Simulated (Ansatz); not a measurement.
**C2H7FSi: geometry optimisation from a Python script**

What geometry does C2H7FSi take? Aim: a geometry optimisation, for C2H7FSi, run from a script.

Program: Ansatz 0.2.0 through its Python package. Level of theory: B3LYP/def2-SVP. These are calculated values, not measurements.

## (1) The structure

Bond lengths: C1–Si2 1.790 Å, Si2–C3 1.817 Å, Si2–F4 1.620 Å, C1–H5 1.151 Å, C1–H6 1.118 Å, C1–H7 1.113 Å, Si2–H8 1.442 Å, C3–H9 1.108 Å, C3–H10 1.125 Å, C3–H11 1.106 Å. Angles (14 of 18 angles, heavy atoms first): C1–Si2–C3 111.1°, C1–Si2–F4 108.6°, C3–Si2–F4 105.7°, C1–Si2–H8 111.2°, C3–Si2–H8 109.1°, F4–Si2–H8 110.9°, Si2–C1–H5 111.8°, Si2–C1–H6 115.0°, Si2–C1–H7 114.5°, Si2–C3–H9 114.2°, Si2–C3–H10 113.4°, Si2–C3–H11 112.8°, H5–C1–H6 103.9°, H5–C1–H7 105.0°.

No structure file is read: the coordinates are typed or built in the script.

## (2) Script

Contents of opt.py:

```python
# -*- coding: utf-8 -*-
'''Minimum-energy structure of C2H7FSi.'''

import itertools
import logging
import sys

import ansatz as az
from ase import Atoms
from ase.data import atomic_numbers, covalent_radii
import numpy as np

logging.basicConfig(stream=sys.stdout, format='%(name)s: %(message)s')
logger = logging.getLogger('c2h7fsi')
logger.setLevel(logging.INFO)

config = {
    'basis': 'def2-SVP',
    'xc': 'B3LYP',
}


def main():
    atoms = Atoms(['C', 'Si', 'C', 'F', 'H', 'H', 'H', 'H', 'H', 'H', 'H'], positions=[
        (-0.9366, 1.1076, -0.397),
        (-0.3317, -0.573, -0.2798),
        (1.2106, -0.6488, 0.6773),
        (0.0491, -1.0904, -1.7665),
        (-1.9002, 1.1728, -1.0227),
        (-1.2172, 1.5783, 0.5776),
        (-0.2314, 1.8202, -0.8805),
        (-1.3098, -1.4382, 0.3309),
        (2.0229, -0.0073, 0.2817),
        (1.0938, -0.304, 1.7419),
        (1.6159, -1.6742, 0.7575),
    ])
    molecule = az.Crystal.molecule_from_ase(atoms)

    job = molecule.calculation()
    job = job.basis(gaussian=config['basis']).functional(config['xc'])
    symbols = [site.symbol for site in molecule.cartesian_sites]
    start = np.array([site.position_ang for site in molecule.cartesian_sites], dtype=float)
    def progress(event):
        if event['event'] == 'relax_step':
            row = event['data']
            logger.info(f'step {row["step"]:3d}  E = {row["lagrangian_ev"]:.6f} eV  largest force component {row["allowed_force_max_ev_ang"]:.4f} eV/A')


    data = job.relax(force_tolerance=0.005, max_steps=100).session().plan().execute(on_event=progress).report
    end = np.array(data['positions_ang'])

    for key in ('converged', 'free_energy_ev', 'reference_energy_ev', 'n_frozen', 'n_occupied', 'n_virtual'):
        logger.info(f'{key:22s} {data[key]}')

    # pairs closer than 1.2 times the sum of covalent radii, before or after
    radius = [covalent_radii[atomic_numbers[s]] for s in symbols]
    span = lambda where, i, j: np.linalg.norm(where[i] - where[j])
    bonded = [(i, j) for i, j in itertools.combinations(range(len(symbols)), 2) if min(span(start, i, j), span(end, i, j)) < 1.2 * (radius[i] + radius[j])]
    logger.info('pair        before    after (A)')
    for i, j in bonded:
        print(f'{symbols[i]}{i}-{symbols[j]}{j}'.ljust(10), f'{span(start, i, j):8.4f} {span(end, i, j):8.4f}')
    with open('c2h7fsi_opt.xyz', 'w') as handle:
        handle.write(f'{len(symbols)}\nrelaxed C2H7FSi\n')
        handle.writelines(f'{s:2s} {x:11.6f} {y:11.6f} {z:11.6f}\n' for s, (x, y, z) in zip(symbols, end))


if __name__ == '__main__':
    main()
```

## (3) The input behind the calls

The engine receives this input:

```yaml
crystal:
  periodic: [false, false, false]
  atoms:
    - { symbol: C, position_ang: [-0.9366, 1.1076, -0.397] }
    - { symbol: Si, position_ang: [-0.3317, -0.573, -0.2798] }
    - { symbol: C, position_ang: [1.2106, -0.6488, 0.6773] }
    - { symbol: F, position_ang: [0.0491, -1.0904, -1.7665] }
    - { symbol: H, position_ang: [-1.9002, 1.1728, -1.0227] }
    - { symbol: H, position_ang: [-1.2172, 1.5783, 0.5776] }
    - { symbol: H, position_ang: [-0.2314, 1.8202, -0.8805] }
    - { symbol: H, position_ang: [-1.3098, -1.4382, 0.3309] }
    - { symbol: H, position_ang: [2.0229, -0.0073, 0.2817] }
    - { symbol: H, position_ang: [1.0938, -0.304, 1.7419] }
    - { symbol: H, position_ang: [1.6159, -1.6742, 0.7575] }
basis:
  gaussian:
    orbitals: def2-SVP
hamiltonian:
  xc: b3lyp
relax:
  f_tol: 0.005
  max_steps: 100
```

## (4) Launch

Launch:

```bash
python opt.py
```

Q: Predict the main results. Wanted: total energy; dipole moment; moves of the relaxation; energy gained; last largest force component.

**Answer**, as computed:

| quantity | value |
| --- | --- |
| total energy | -12779.4367 eV |
| dipole moment | 1.89 D |
| moves of the relaxation | 4 |
| energy gained | 0.234 eV |
| last largest force component | 0.0023 eV/Å |

What this shows: After 4 moves the largest shift is 0.081 Å, of atom 1 (C). The end point is the stationary point reached from this start; no frequency run checks that it is a minimum, and the basis set is modest. b3lyp holds the VWN-RPA fit, as in Gaussian; the form of ORCA and Turbomole is b3lyp5.
